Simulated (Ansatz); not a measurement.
# H2W12CO: the cost of one run

Computed with Ansatz 0.2.0 (DFT PBE+D3(BJ), scalar-relativistic, plane waves, PAW, unless a step's input says otherwise).

The COD cell was measured well above room temperature, so it is larger than a cold one.

3 further runs of the same task are left out: 3 set aside as unsound or not needed.

### 1 The system as given

Symmetry: Cmmm, No. 65, orthorhombic system. Conventional cell: a = 3.159 Å, b = 4.468 Å, c = 20.468 Å, α = 90.00°, β = 90.00°, γ = 90.00°. Around W (site symmetry mm2) lie 6 W at 2.70 to 2.74 Å. Around W (site symmetry mmm) lie 8 W at 2.70 to 2.74 Å.

Coordinates:

```cif
data_structure
_symmetry_space_group_name_H-M 'P 1'
_symmetry_Int_Tables_number 1
_cell_length_a 5.4722
_cell_length_b 5.4722
_cell_length_c 20.4680
_cell_angle_alpha 90.000
_cell_angle_beta 90.000
_cell_angle_gamma 109.471
_cell_volume 577.86
loop_
_atom_site_label
_atom_site_type_symbol
_atom_site_fract_x
_atom_site_fract_y
_atom_site_fract_z
_atom_site_occupancy
W1 W 0.25000 0.25000 0.39085 1
W2 W 0.25000 0.75000 0.39085 1
W3 W 0.75000 0.25000 0.39085 1
W4 W 0.75000 0.75000 0.39085 1
W5 W 0.50000 0.50000 0.49763 1
W6 W 0.50000 0.00000 0.49763 1
W7 W 0.00000 0.50000 0.49763 1
W8 W 0.00000 0.00000 0.49763 1
W9 W 0.75000 0.75000 0.60437 1
W10 W 0.75000 0.25000 0.60437 1
W11 W 0.25000 0.75000 0.60437 1
W12 W 0.25000 0.25000 0.60437 1
```

Planes are indexed in the bulk's conventional cell (Im-3m (No. 229)), a = 3.159 Å, b = 3.159 Å, c = 3.159 Å, α = 90.00°, β = 90.00°, γ = 90.00°.

This (110) slab, 4.5 Å thick as cut, with 16 Å of vacuum, in a 2×2 surface cell; its outer planes are W (top) and W (bottom), was relaxed beforehand with its lower half held: -124611.3846 eV, work function 4.83 eV.

### 2 CH2O, tilted, over a hollow (nearest W) site

Input file input.yaml:

```yaml
crystal:
  lattice:
    - [5.4721979736, 0.0, 0.0]
    - [-1.8240659912, 5.1592377269, 0.0]
    - [0.0, 0.0, 24.2208309356]
  atoms:
    - { symbol: W, position: [0.25, 0.25, 0.330294201] }
    - { symbol: W, position: [0.25, 0.75, 0.330294201] }
    - { symbol: W, position: [0.75, 0.25, 0.330294201] }
    - { symbol: W, position: [0.75, 0.75, 0.330294201] }
    - { symbol: W, position: [0.5, 0.5, 0.420524371] }
    - { symbol: W, position: [0.5, 0.0, 0.420524371] }
    - { symbol: W, position: [0.0, 0.5, 0.420524371] }
    - { symbol: W, position: [0.0, 0.0, 0.420524371] }
    - { symbol: W, position: [0.75, 0.75, 0.5107265194] }
    - { symbol: W, position: [0.75, 0.25, 0.5107265194] }
    - { symbol: W, position: [0.25, 0.75, 0.5107265194] }
    - { symbol: W, position: [0.25, 0.25, 0.5107265194] }
    - { symbol: C, position: [0.9548872642, 0.4744117242, 0.6252147468] }
    - { symbol: O, position: [0.8004496466, 0.4086245823, 0.6631903226] }
    - { symbol: H, position: [0.9166666667, 0.5833333333, 0.5908228632] }
    - { symbol: H, position: [1.1304598013, 0.4240142724, 0.6258340485] }
basis:
  ecutwfc: 420
kpoints:
  mp_grid: { grid: [4, 4, 1] }
hamiltonian:
  xc: pbe
  dispersion: d3bj
scf:
  occupations: { method: gaussian, width: 0.1 }
output:
  forces: true
  eigenvalues: true
  write_density: true
  write_potential: true
  elf: true
  volumetric_format: npy
relax:
  adjacent_minimum: "off"
  f_tol: 0.04
  max_steps: 100
  constraints: [{ sites: [0, 1, 2, 3] }]
efield:
  axis: 3
  dipole_correction: true
  ramp_width: 0.04
```

Launch:

```bash
ansatz run input.yaml --threads 4 --pin off --max-ram 12288MiB --backend cpu --events-out ev --progress --plain --runs-dir out
```

Q: Estimate wall time and peak memory on 4 threads of Intel Xeon Platinum 8488C (Sapphire Rapids), shared host.

About 4.5 min, with a peak of 2 GiB.
